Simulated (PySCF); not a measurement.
**ZrO₂: singlet, from a bent start**

Where does singlet ZrO₂ go from a bent start, is the end point a minimum, and what are its modes, charges and moments?

Program: PySCF 2.14.0. Level of theory: PBE, basis Zr def2-TZVP with ECP28, O def2-TZVP, scalar-relativistic core potentials, no spin–orbit coupling, density fitting. These are calculated values, not measurements.

### Step 1. Starting geometry

3 atoms, charge 0, spin multiplicity 1.

Bond lengths: Zr1–O2 1.840 Å, Zr1–O3 1.840 Å. Angles: O2–Zr1–O3 110.0°.

Z-matrix (Å, degrees; charge 0 multiplicity 1):
```
Zr
O  1 1.8400
O  1 1.8400 2 110.00
```

### Step 2. First SCF at the start

One driver script runs all steps and calls PySCF; scf.py shows how it sets up the SCF of each step. The optimiser is the driver's own. After this first run the driver tries any further starts and a stability analysis.

scf.py

```python
from pyscf import gto, scf, dft
mol = gto.M(atom='''
Zr     0.000000     0.000000     0.000000
O      1.507200     0.000000     1.055400
O     -1.507200     0.000000     1.055400''',
    basis={'Zr': 'def2-TZVP', 'O': 'def2-TZVP'},
    ecp={'Zr': 'def2-TZVP'},
    charge=0, spin=0)
mf = dft.RKS(mol, xc='PBE')
mf.grids.atom_grid = (50, 194)
aux = {'Zr': 'def2-universal-JKFIT', 'O': 'def2-universal-JKFIT'}
mf = mf.density_fit(auxbasis=aux)
mf.conv_tol = 1e-08
mf.diis_space = 10
mf.max_cycle = 60
mf.init_guess = 'minao'
mf.verbose = 4
mf.kernel()
```

Launch:

```
> OMP_NUM_THREADS=2 python axn.py task.json out
```

Log:

```text
init E= -192.042327795938
  HOMO = -0.600610519214193  LUMO = -0.463793349829323  gap/eV = 3.72298
cycle= 1 E= -197.188663791335  delta_E= -5.15  |g|= 1.11  |ddm|= 4.66
  HOMO = -0.0371734755515227  LUMO = -0.0165417962822034  gap/eV = 0.56142
cycle= 2 E= -194.876709906604  delta_E= 2.31  |g|= 3.14  |ddm|= 3.14
  HOMO = -0.267111563369986  LUMO = -0.084841550255323  gap/eV = 4.95982
cycle= 3 E= -196.952351808015  delta_E= -2.08  |g|= 1.45  |ddm|= 2.78
  HOMO = -0.238890527649126  LUMO = -0.149585894230398  gap/eV = 2.43010
cycle= 4 E= -197.481240277943  delta_E= -0.529  |g|= 0.142  |ddm|= 0.85
  HOMO = -0.198203075040848  LUMO = -0.14552248282056  gap/eV = 1.43351
cycle= 5 E= -197.48431793327  delta_E= -0.00308  |g|= 0.127  |ddm|= 0.233
  HOMO = -0.192795308927696  LUMO = -0.139415233015967  gap/eV = 1.45255
cycle= 6 E= -197.487610087923  delta_E= -0.00329  |g|= 0.0521  |ddm|= 0.0622
  HOMO = -0.195590737855092  LUMO = -0.140215415479823  gap/eV = 1.50684
cycle= 7 E= -197.48805970561  delta_E= -0.00045  |g|= 0.0232  |ddm|= 0.0161
  HOMO = -0.196842799393135  LUMO = -0.140306242577882  gap/eV = 1.53844
cycle= 8 E= -197.488163270375  delta_E= -0.000104  |g|= 0.00611  |ddm|= 0.00869
  HOMO = -0.196967698575122  LUMO = -0.140106163677995  gap/eV = 1.54728
cycle= 9 E= -197.488171515286  delta_E= -8.24e-06  |g|= 0.000465  |ddm|= 0.00344
  HOMO = -0.196966243700579  LUMO = -0.140122149974172  gap/eV = 1.54681
cycle= 10 E= -197.488171567984  delta_E= -5.27e-08  |g|= 4.13e-05  |ddm|= 0.000268
  HOMO = -0.196965103014701  LUMO = -0.140123128101362  gap/eV = 1.54675
cycle= 11 E= -197.48817156838  delta_E= -3.96e-10  |g|= 3.02e-06  |ddm|= 2.9e-05
  HOMO = -0.196964388897751  LUMO = -0.140122363511455  gap/eV = 1.54675
Extra cycle  E= -197.488171568374  delta_E= 5.97e-12  |g|= 6.05e-06  |ddm|= 6.54e-06
converged SCF energy = -197.488171568374
```

This step, with its further starts and checks, needed 14 s of wall time on 2 threads of Arm Neoverse V2, shared host.

The starts that the driver tried:

```
                      start  energy (Eh)
    the minimal-basis guess  -197.488172
a thermally smeared density  -197.488172
      a smeared PBE density  -197.488172
```

No lower closed-shell solution turned up from the other starts or in the test of internal stability.

### Step 3. Relaxing the singlet from the bent start

The program finds C2v symmetry in the start, which this walk keeps.

scf.py, as its differences from that of step 2:

```diff
@@ -3,3 +3,3 @@
-Zr     0.000000     0.000000     0.000000
-O      1.507200     0.000000     1.055400
-O     -1.507200     0.000000     1.055400''',
+Zr     0.000000     0.000000    -0.276978
+O      1.507200     0.000000     0.778422
+O     -1.507200     0.000000     0.778422''',
@@ -16 +15,0 @@
-mf.init_guess = 'minao'
```

Steps of the walk:

```
step  energy (Eh)  change (kJ/mol)  largest symmetric gradient (Eh/bohr)
   0  -197.488172             0.00                               0.04229
   1  -197.492874           -12.35                               0.00461
   2  -197.493117           -12.98                               0.00032
   3  -197.493119           -12.99                               0.00002
```

The walk took 6.8 s.

Geometry (Å) and forces (eV/Å) at some steps:

```
step 0
Zr   0.000   0.000  -0.277   0.000   0.000   2.175
O    1.507   0.000   0.778  -1.779   0.000  -1.087
O   -1.507   0.000   0.778   1.779   0.000  -1.087
step 1
Zr   0.000   0.000  -0.264   0.001   0.000  -0.237
O    1.452   0.000   0.772  -0.121   0.000   0.118
O   -1.452   0.000   0.772   0.121   0.000   0.119
step 2
Zr   0.000   0.000  -0.283   0.000   0.000  -0.017
O    1.430   0.000   0.781  -0.011   0.000   0.008
O   -1.430   0.000   0.781   0.011   0.000   0.008
step 3
Zr   0.000   0.000  -0.284   0.001   0.000   0.001
O    1.428   0.000   0.782  -0.001   0.000  -0.001
O   -1.428   0.000   0.782  -0.001   0.000   0.000
```

End point (C2v, 3 steps, 13.0 kJ/mol gained): Zr–O 1.782 Å (×2); O–Zr–O 106.5°.

### Step 4. Vibrations and properties at this point

The point is checked on the finer grid, and tightened if its gradient asks for it. The Hessian and the dipole derivatives come from central differences of analytic gradients, with steps of 0.02 bohr.

scf.py, as its differences from that of step 3:

```diff
@@ -3,3 +3,3 @@
-Zr     0.000000     0.000000    -0.276978
-O      1.507200     0.000000     0.778422
-O     -1.507200     0.000000     0.778422''',
+Zr     0.000000     0.000000    -0.277864
+O      1.430031     0.000000     0.785404
+O     -1.430031     0.000000     0.785404''',
@@ -10 +10 @@
-mf.grids.atom_grid = (50, 194)
+mf.grids.atom_grid = (75, 302)
@@ -13 +13 @@
-mf.conv_tol = 1e-08
+mf.conv_tol = 1e-10
```

The driver hands on the density of the step before, so the log starts near convergence.

Log of the central SCF (cycles and frontier levels):

```text
init E= -197.493250545747
  HOMO = -0.194980972115765  LUMO = -0.133201117984054  gap/eV = 1.68112
cycle= 1 E= -197.493250545544  delta_E= 2.04e-10  |g|= 3.27e-05  |ddm|= 1.79e-05
  HOMO = -0.194973717519595  LUMO = -0.133203710457735  gap/eV = 1.68085
cycle= 2 E= -197.493250540467  delta_E= 5.08e-09  |g|= 0.000163  |ddm|= 8.94e-05
  HOMO = -0.194979576169313  LUMO = -0.13320141563652  gap/eV = 1.68107
cycle= 3 E= -197.493250545755  delta_E= -5.29e-09  |g|= 1.62e-06  |ddm|= 7.48e-05
  HOMO = -0.194979625443171  LUMO = -0.133201479272806  gap/eV = 1.68107
cycle= 4 E= -197.493250545755  delta_E= 5.68e-13  |g|= 1.29e-06  |ddm|= 1.38e-06
  HOMO = -0.194979731378105  LUMO = -0.133201498012831  gap/eV = 1.68107
Extra cycle  E= -197.493250545748  delta_E= 6.82e-12  |g|= 6.12e-06  |ddm|= 3.55e-06
converged SCF energy = -197.493250545748
```

The whole step took 26 s.

Geometry: C2v; Zr–O 1.782 Å (×2); O–Zr–O 106.7°.

Harmonic modes (main isotopes):

| symmetry | ω (cm⁻¹) | IR (km/mol) | type |
| --- | --- | --- | --- |
| a1 | 306 | 6.0 | bend |
| b2 | 845 | 276 | stretch |
| a1 | 910 | 36.5 | stretch |

All wavenumbers are real: a minimum.

Properties at this point:

| Property | Result |
| --- | --- |
| Dipole moment | 7.44 D |
| Highest occupied level | -5.31 eV |
| Lowest empty level | -3.62 eV |
| Rotational constants | 0.632, 0.2577, 0.183 cm⁻¹ |
| Zero-point energy | 12.3 kJ/mol |
| Principal polarisabilities | 23.7, 40.3, 56.6 bohr³ |
| Atomisation energy without zero-point energy | 1510 kJ/mol |
| Principal traceless quadrupole moments about the centre of mass | -13.97, 3.45, 10.52 D Å |
| Entropy at 298.15 K and 1 bar | 268.4 J/(mol K) |
| Heat capacity Cp at 298.15 K | 44.7 J/(mol K) |
| Enthalpy at 298.15 K above 0 K | 11.31 kJ/mol |
| Rotational symmetry number | 2 |

Charges (e) and bond orders:

```
atom  Mulliken  Löwdin  polar tensor  Mayer order to Zr1
 Zr1      1.12    0.65          1.66                   –
O2,3     -0.56   -0.33         -0.83                2.10
```

Mulliken populations on Zr1 (outside its core potential): s 2.10, p 6.15, d 2.54, f 0.09.

### Step 5. Would spin polarisation lower it?

At the lowest minimum the closed shell is tested against spin polarisation, on the (50, 194) grid. It is stable.

### Step 6. Summary of results

| quantity | value |
| --- | --- |
| minimum | singlet, C2v |
| geometry | Zr–O 1.782 Å (×2); O–Zr–O 106.7° |
| wavenumbers (cm⁻¹) | 306 (a1), 845 (b2), 910 (a1) |
| dipole moment | 7.44 D |
| highest occupied, lowest empty level | -5.31, -3.62 eV |
| polar-tensor charge of Zr1 | +1.66 e |
| zero-point energy | 12.3 kJ/mol |
| entropy at 298.15 K | 268.4 J/(mol K) |
| atomisation energy (no zero-point energy) | 1510 kJ/mol |

The bent start keeps its C2v symmetry and ends in a minimum. In the infrared the band at 845 cm⁻¹ (b2, stretch) leads. With 7.4 D the molecule is strongly polar. Other starts or spin states, not run here, may lie lower.

The search up to here needed 48 s of wall time on 2 threads of Arm Neoverse V2, shared host.
